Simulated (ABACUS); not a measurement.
**Ta3AsAu2O13 in ABACUS: the effect of strain along c**

Crystal: Ta3AsAu2O13.

```
Au Ta As O
1.0
     5.72352    0.00000    0.00000
     1.29100    6.24797    0.00000
     0.23696    1.15910    7.87581
Au Ta As O
2 3 1 13
Direct
  0.58004 0.09228 0.18613
  0.04485 0.82077 0.44682
  0.21713 0.30521 0.58431
  0.03325 0.11123 0.99855
  0.58248 0.62145 0.50482
  0.58707 0.89691 0.83049
  0.66201 0.69726 0.71088
  0.51632 0.13418 0.69625
  0.85098 0.88773 0.91932
  0.34466 0.87003 0.94651
  0.73015 0.29240 0.03095
  0.24622 0.21809 0.11075
  0.12900 0.09398 0.49104
  0.48032 0.38887 0.43499
  0.05966 0.26685 0.78594
  0.93330 0.53240 0.45645
  0.49975 0.85161 0.34971
  0.25256 0.62988 0.62473
  0.91878 0.95175 0.22636
```

The cell was built by a generator and needn't be a form met in nature.

The cell isn't the ideal one: cell strained by -0.06 along c.

Alike in all runs:

- Program: ABACUS 3.10.1
- Task: relaxation of the atoms
- Functional: PBE
- Potentials or basis: PseudoDojo NC SR 0.4.1 PBE standard
- Cutoff: 1361 eV
- Density cutoff: 5442 eV
- Basis: DZP LCAO (the cutoffs set its grid)
- k mesh: 4 × 4 × 3
- Occupations: fermi-dirac, width 0.05 eV
- Spin: no spin polarisation
- Radial cutoff of the potentials (pseudo_rcut): 7 bohr
- Optimiser: ASE BFGS
- Force threshold: 0.01 eV/Å
- Max steps: 60
- Cell moves: no
- SCF threshold on the density: 1e-07

Each run relaxes the cell or the atoms first.

```tsv
strain along c	gap on the mesh (eV)	pressure (GPa)
-0.06	?	?
-0.03	1.30	1.8
0	1.18	0.0
0.03	1.03	-1.5
0.06	0.86	-2.6
```

Q: What does the run with strain along c -0.06 give?

A: gap on the mesh 1.41 eV; pressure 3.9 GPa.

Worked out: A parabola through the other rows of the gap on the mesh, of slope -2.82 eV per unit of strain along c there, extrapolates to 1.40 eV, against the run's 1.41. A parabola through the other rows of the pressure, of slope -78.2 GPa per unit of strain along c there, extrapolates to 4.0 GPa, against the run's 3.9.

Caveats: the atomic orbitals were generated for these runs and aren't a published set; spin-orbit coupling is left out, which moves the levels of the heavy elements; an odd mesh through Γ misses points on the zone boundary, where band edges often lie; the basis of atomic orbitals isn't converged, which shifts pressures, moduli and gaps.
